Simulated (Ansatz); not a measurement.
# SrMn: the cost of one run

Method: DFT PBE, scalar-relativistic, plane waves, PAW, in Ansatz 0.2.0.

## Step 1: The starting structure

It takes space group P4/mmm (No. 123, tetragonal). The conventional cell has a = 3.315 Å, b = 3.315 Å, c = 4.345 Å, α = 90.00°, β = 90.00°, γ = 90.00°. Sr (site symmetry 4/mmm) is surrounded by 8 Mn at 3.20 Å and 4 Sr at 3.31 Å. Mn (site symmetry 4/mmm) is surrounded by 8 Sr at 3.20 Å and 4 Mn at 3.31 Å.

Structure file:

```xyz
2
Lattice="3.3148 0.0000 0.0000 0.0000 3.3148 0.0000 0.0000 0.0000 4.3447" Properties=species:S:1:pos:R:3 pbc="T T T"
Sr    1.6574    1.6574    2.1724
Mn    0.0000    0.0000    0.0000
```

This is candidate A: CuAu (L1_0) type (P4/mmm, No. 123).

(A quick probe on a coarse mesh, which set the mesh and smearing, is not shown.)

## Step 3: Coarse relaxation (candidate A)

Contents of input.yaml:

```yaml
crystal:
  lattice:
    - [3.3147595662, 0.0, 0.0]
    - [0.0, 3.3147595662, 0.0]
    - [0.0, 0.0, 4.3447027172]
  atoms:
    - { symbol: Sr, position: [0.5, 0.5, 0.5], spin: -0.15 }
    - { symbol: Mn, position: [0.0, 0.0, 0.0], spin: 4.18 }
basis:
  ecutwfc: 420
kpoints:
  mp_grid: { grid: [6, 6, 4] }
hamiltonian:
  xc: pbe
scf:
  occupations: { method: gaussian, width: 0.1 }
  lower_state_search: "off"
output:
  forces: true
  stress: true
  eigenvalues: true
  populations: true
magnetization:
  spin_polarized: true
relax:
  adjacent_minimum: "off"
  f_tol: 0.04
  max_steps: 70
  cell: { stress_tol: 0.4 }
```

Command:

```console
ansatz run input.yaml --threads 1 --pin off --max-ram 2560MiB --backend cpu --events-out ev --progress --plain --runs-dir out
```

What time and memory should one allow on 1 thread of Arm Neoverse V1, shared host?

About 37 s, with a peak of 0.34 GiB.
